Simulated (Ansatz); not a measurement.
# Mn4CdS5: the cost of one run

Method: DFT PBEsol, scalar-relativistic, plane waves, PAW, in Ansatz 0.2.0.

**1. The starting structure**

It takes space group I4/m (No. 87, tetragonal). The conventional cell has a = 8.355 Å, b = 8.355 Å, c = 5.284 Å, α = 90.00°, β = 90.00°, γ = 90.00°. Mn (site symmetry m) is surrounded by 6 S at 2.57 to 2.65 Å. Around Cd (site symmetry 4/m) lie 6 S at 2.64 to 2.73 Å. Around S (site symmetry m) lie 5 Mn at 2.57 to 2.65 Å and 1 Cd at 2.73 Å. Around S (site symmetry 4/m) lie 2 Cd at 2.64 Å and 4 Mn at 2.65 Å.

Structure file:

```xyz
10
Lattice="0.0000 0.0000 5.2845 -4.1777 4.1777 2.6422 -4.1777 -4.1777 2.6422" Properties=species:S:1:pos:R:3 pbc="T T T"
Mn   -5.8463    0.8547    7.9267
Mn   -3.3230    1.6686    5.2845
Mn   -5.0324   -1.6686    5.2845
Mn   -2.5091   -0.8547    2.6422
Cd    0.0000    0.0000    0.0000
S    -3.3017    1.5921    2.6422
S    -2.5857   -0.8760    5.2845
S     0.0000    0.0000    2.6422
S    -5.0537   -1.5921    7.9267
S    -5.7698    0.8760    5.2845
```

The structure comes from the Materials Project (structure only).

**2. Self-consistent density**

File input.yaml:

```yaml
crystal:
  lattice:
    - [0.0, 0.0, 5.284482]
    - [-4.177724, 4.177724, 2.642241]
    - [-4.177724, -4.177724, 2.642241]
  atoms:
    - { symbol: Mn, position: [0.8002995, 0.801995, 0.597406], spin: 4.0 }
    - { symbol: Mn, position: [0.6022945, 0.597406, 0.198005], spin: 4.0 }
    - { symbol: Mn, position: [0.3977055, 0.402594, 0.801995], spin: 4.0 }
    - { symbol: Mn, position: [0.1997005, 0.198005, 0.402594], spin: 4.0 }
    - { symbol: Cd, position: [0.0, 0.0, 0.0] }
    - { symbol: S, position: [0.104844, 0.585697, 0.204615] }
    - { symbol: S, position: [0.690541, 0.204615, 0.414303] }
    - { symbol: S, position: [0.5, 0.0, 0.0] }
    - { symbol: S, position: [0.895156, 0.414303, 0.795385] }
    - { symbol: S, position: [0.309459, 0.795385, 0.585697] }
magnetization:
  spin_polarized: true
basis:
  ecutwfc: 420
  fft_grid_basis: typed
kpoints:
  mp_grid: { grid: [6, 6, 6] }
hamiltonian:
  xc: pbesol
  pseudopotentials: { kind: paw }
scf:
  occupations: { method: gaussian, width: 0.05 }
output:
  forces: true
  stress: true
  eigenvalues: true
  bader: true
  write_density: true
  volumetric_format: npy
  populations: true
  elf: true
```

Launch:

```console
$ ansatz run input.yaml --threads 2 --pin off --max-ram 4096MiB --backend cpu --events-out ev --progress --plain --runs-dir out
```

Q: Estimate wall time and peak memory on 2 threads of Arm Neoverse N1, shared host.

About 2.8 min, with a peak of 1 GiB.
